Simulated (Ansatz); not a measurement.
**C2H7BGaN: small, medium and large basis sets**

One table from this session's results is given with a row withheld; the runs are named, their logs left out.

Method: one geometry, several basis sets; program: Ansatz 0.2.0, Gaussian basis.

Levels to be run: PBE0-D4/def2-SVP; ωB97M-V/def2-SVP; PBE0-D4/def2-QZVPP; ωB97M-V/def2-QZVPP; the functionals' def2-TZVPP values are taken from earlier runs.

## The geometry

An earlier PBE0-D4 in a triple-zeta def2 set relaxation fixed the geometry.

SMILES `CB/N=[CH]\[GaH2]`, 12 atoms, charge 0, spin multiplicity 1.

Atoms are counted from 1 here; the program's logs count them from 0.

Bond lengths: C1–B2 1.545 Å, C1–H6 1.090 Å, C1–H7 1.096 Å, C1–H8 1.096 Å, B2–N3 1.435 Å, B2–H9 1.261 Å, N3–C4 1.287 Å, C4–Ga5 2.019 Å, C4–H10 1.101 Å, Ga5–H11 1.570 Å, Ga5–H12 1.570 Å. Angles: B2–C1–H6 112.8°, B2–C1–H7 110.2°, B2–C1–H8 110.1°, H6–C1–H7 109.2°, H6–C1–H8 109.2°, H7–C1–H8 105.1°, C1–B2–N3 127.8°, C1–B2–H9 115.5°, N3–B2–H9 116.7°, B2–N3–C4 112.7°, N3–C4–Ga5 117.2°, N3–C4–H10 116.5°, Ga5–C4–H10 126.3°, C4–Ga5–H11 119.0°, C4–Ga5–H12 119.0°, H11–Ga5–H12 121.1°.

Set-up of the first run:

Contents of in.yaml:

```yaml
crystal:
  periodic: [false, false, false]
  atoms:
    - {symbol: C, position_ang: [-1.949923, 0.826830, -0.389479]}
    - {symbol: B, position_ang: [-0.559074, 0.300962, 0.031895]}
    - {symbol: N, position_ang: [0.121732, 0.514365, 1.276959]}
    - {symbol: C, position_ang: [1.272354, -0.060282, 1.319613]}
    - {symbol: Ga, position_ang: [1.846253, -1.098041, -0.314633]}
    - {symbol: H, position_ang: [-2.427310, 1.426666, 0.386004]}
    - {symbol: H, position_ang: [-1.866957, 1.422478, -1.306198]}
    - {symbol: H, position_ang: [-2.606474, -0.011171, -0.651985]}
    - {symbol: H, position_ang: [0.040799, -0.398867, -0.828754]}
    - {symbol: H, position_ang: [1.849615, 0.063513, 2.248793]}
    - {symbol: H, position_ang: [1.596305, -2.647653, -0.357908]}
    - {symbol: H, position_ang: [2.759779, -0.394097, -1.380306]}
basis:
  gaussian: {orbitals: def2-SVP}
hamiltonian: {xc: pbe0, dispersion: d4}
output: {orbitals: {seedname: orbitals}}
```

Among the steps run: PBE0-D4 in def2-SVP; ωB97M-V in def2-SVP; PBE0-D4 in def2-QZVPP; ωB97M-V in def2-QZVPP.

One table of the session follows, with a row left open; its other results are not shown here.

It belongs to the step «Density functionals: the series». 

| functional | basis | HOMO (eV) | LUMO (eV) |
| --- | --- | --- | --- |
| PBE0-D4 | def2-SVP | -6.48 | -2.17 |
| PBE0-D4 | def2-TZVPP | ? | ? |
| PBE0-D4 | def2-QZVPP | -6.57 | -2.21 |
| ωB97M-V | def2-SVP | -8.72 | 0.01 |
| ωB97M-V | def2-TZVPP | -8.81 | -0.08 |
| ωB97M-V | def2-QZVPP | -8.83 | -0.10 |

Estimate the missing values for PBE0-D4, def2-TZVPP.

The run gave: HOMO (eV): -6.56; LUMO (eV): -2.20. In the column «HOMO (eV)» it lies between PBE0-D4, def2-QZVPP (-6.57) and PBE0-D4, def2-SVP (-6.48).
